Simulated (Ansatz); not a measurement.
# The zirconium atom (triplet): the correlation ladder, def2-TZVPD

How much of the correlation energy of the zirconium atom (triplet) does each wave-function method recover here?

Method: def2-TZVPD, core rule «outside noble gas», up to 4 orbitals frozen; program: Ansatz 0.2.0, Gaussian basis.

Plan: CCSD(T) on UHF; CISD; CCSDT(Q) on ROHF; CCSDT(Q) on UHF; CASSCF and MRCISD+Q, 4 electrons in 6 orbitals; CASSCF and MRCISD+Q(relaxed), 4 electrons in 6 orbitals; CASSCF and NEVPT4(SD), 4 electrons in 6 orbitals; CASSCF and NEVPT2, 4 electrons in 6 orbitals; Full CI.

1 further run of the same task is left out (set aside as unsound or not needed).

### Step 1. The atom

A free atom, in its lowest state of this spin that the program finds. No spin-orbit coupling is included. Elements past krypton take def2 core potentials.

1 atom, charge 0, spin multiplicity 3.

### Step 2. CCSD(T) on UHF

Input file in.yaml:

```yaml
crystal:
  periodic: [false, false, false]
  atoms:
    - {symbol: Zr, position_ang: [0.000000, 0.000000, 0.000000]}
basis:
  gaussian: {orbitals: def2-TZVPD}
magnetization: {spin_polarized: true, initial_magnetization: 2}
correlation: {method: ccsd_t, electrons: outside_noble_gas}
```

Launch:

```
$ ansatz run in.yaml --threads 1 --pin off --events-out ev --progress --plain --max-ram 3916MiB
```

The runs that follow: CISD; CCSDT(Q) on ROHF; CCSDT(Q) on UHF; CASSCF and MRCISD+Q, 4 electrons in 6 orbitals; CASSCF and MRCISD+Q(relaxed), 4 electrons in 6 orbitals; CASSCF and NEVPT4(SD), 4 electrons in 6 orbitals; CASSCF and NEVPT2, 4 electrons in 6 orbitals; Full CI.

**Question.** What will the summary of the whole plan be? Wanted: FCI below the UHF energy; UMP2 from FCI; UCCSD(T) from FCI; UCCSDT(Q) from FCI; NEVPT2 valence from FCI; NEVPT4(SD) valence from FCI; MRCISD+Q valence from FCI; effectively unpaired electrons.

**Answer**, as computed:

```
                         quantity                    value
         FCI below the UHF energy               -1.4381 eV
                    UMP2 from FCI               +388.0 meV
                UCCSD(T) from FCI                -47.6 meV
               UCCSDT(Q) from FCI                -80.0 meV
          NEVPT2 valence from FCI               +598.0 meV
      NEVPT4(SD) valence from FCI               +191.2 meV
        MRCISD+Q valence from FCI                -39.6 meV
levels within 1 kcal/mol (43 meV)  UCCSD, MRCISD+Q valence
   effectively unpaired electrons                     2.14
```

UCCSD(T) misses by -47.6 meV, 3.3 % of the correlation energy. UCCSD(T), UCCSDT, UCCSDT(Q), MRCISD+Q valence, MRCISD+Q(relaxed) valence fall below full CI: unrestricted runs freeze a spin-polarised core, another one than full CI's, and coupled cluster isn't variational. One determinant dominates. Of the multireference levels listed MRCISD+Q valence comes nearest in total energy (-39.6 meV), which doesn't show that its space is the better one. These misses are within one basis, not against nature; the frozen cores of restricted and unrestricted runs differ, which can shift their rows.
